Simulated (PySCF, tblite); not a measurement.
**C5H13NSi: geometry, infrared bands and NMR shifts**

What infrared bands and NMR shifts should C5H13NSi (`C/C=C(/[SiH3])N(C)C`) show?

Computed with tblite 0.8.0 and PySCF 2.14.0, with density-fitted response routines of our own, on a single molecule in the gas phase. Atoms count from 0, in the outputs and in this text.

### 1 Starting geometry

20 atoms, charge 0, multiplicity 1; geometry from: force field or distance geometry start.

Bonds of the start (Å): C0–C1 1.49, C1–C2 1.37, C2–Si3 1.94, C2–N4 1.41, N4–C5 1.47, N4–C6 1.46, C0–H7 1.09, C0–H8 1.09, C0–H9 1.10, C1–H10 1.08, Si3–H11 1.48, Si3–H12 1.50, Si3–H13 1.48, C5–H14 1.09, C5–H15 1.09, C5–H16 1.09, C6–H17 1.11, C6–H18 1.09, C6–H19 1.10.

### 2 Geometry optimisation with GFN2-xTB

What the job is given:

```
{"job": {"kind": "relax", "xc": "GFN2-xTB", "basis": "xTB"}, "charge": 0, "multiplicity": 1}
C     -1.996700     1.407000     0.427000
C     -0.573200     1.544300     0.023700
C      0.354700     0.545200    -0.077400
Si     2.167500     1.103800    -0.499300
N      0.078900    -0.829900     0.042800
C     -1.081700    -1.461500    -0.604400
C      0.995100    -1.769300     0.679100
H     -2.225400     0.462800     0.917600
H     -2.644700     1.526400    -0.446700
H     -2.261500     2.197200     1.149500
H     -0.264100     2.572700    -0.119600
H      2.475100     0.747000    -1.901400
H      3.110000     0.386100     0.420900
H      2.309900     2.564400    -0.299000
H     -0.771100    -2.354100    -1.140300
H     -1.559300    -0.799800    -1.319900
H     -1.813600    -1.746600     0.156300
H      0.445900    -2.643800     1.072800
H      1.739700    -2.132900    -0.025500
H      1.509500    -1.308400     1.540900
```

Run with:

```bash
OMP_NUM_THREADS=1 python probes_run.py task.json out
```

One launch serves the whole session: the jobs run in the order shown.

**Question.** This job is followed by: GFN2-xTB harmonic vibrations, gas phase; GIAO PBE0/pcSseg-1 NMR shielding, non-relativistic, gas phase. Predict these results of the whole session: strongest single infrared mode (GFN2-xTB); zero-point energy (GFN2-xTB); 13C shifts against TMS (PBE0/pcSseg-1, means over atoms taken as alike); 1H shifts against TMS (PBE0/pcSseg-1, means over atoms taken as alike); 29Si shifts against TMS (PBE0/pcSseg-1); 15N shifts against NH3 (PBE0/pcSseg-1).

The runs gave:

| quantity | value |
| --- | --- |
| strongest single infrared mode (GFN2-xTB) | 2210 cm⁻¹, 362 km/mol |
| zero-point energy (GFN2-xTB) | 102.9 kcal/mol |
| 13C shifts against TMS (PBE0/pcSseg-1, means over atoms taken as alike) | 154.5, 143.6, 45.7, 16.6 ppm |
| 1H shifts against TMS (PBE0/pcSseg-1, means over atoms taken as alike) | 5.91, 4.16, 2.50, 1.97 ppm |
| 29Si shifts against TMS (PBE0/pcSseg-1) | -86.0 ppm |
| 15N shifts against NH3 (PBE0/pcSseg-1) | 55.6 ppm |

In words: Over 120 steps the energy fell by 0.294 eV; of the close pairs, C2–Si3 changed most, 1.943 to 1.895 Å. No mode is imaginary among the 54: a minimum at this level. The strongest single mode, at 2210 cm⁻¹, moves mainly H11. GFN2-xTB is a fitted tight-binding method: band positions and strengths are rough. Its intensities can rank the bands wrongly. C2 (alkene carbon bearing nitrogen) lies farthest downfield among carbon, at 154.5 ppm; an sp2 carbon further deshielded by the attached heteroatom. The most deshielded hydrogen is H10 (hydrogen on a β carbon of an enol-ether or enamine type C=C), at 5.91 ppm: a vinylic proton, deshielded by the sp2 carbon and the C=C anisotropy. At PBE0/pcSseg-1: The widest tensor belongs to C1: span 225 ppm, with a paramagnetic part of -212 ppm.
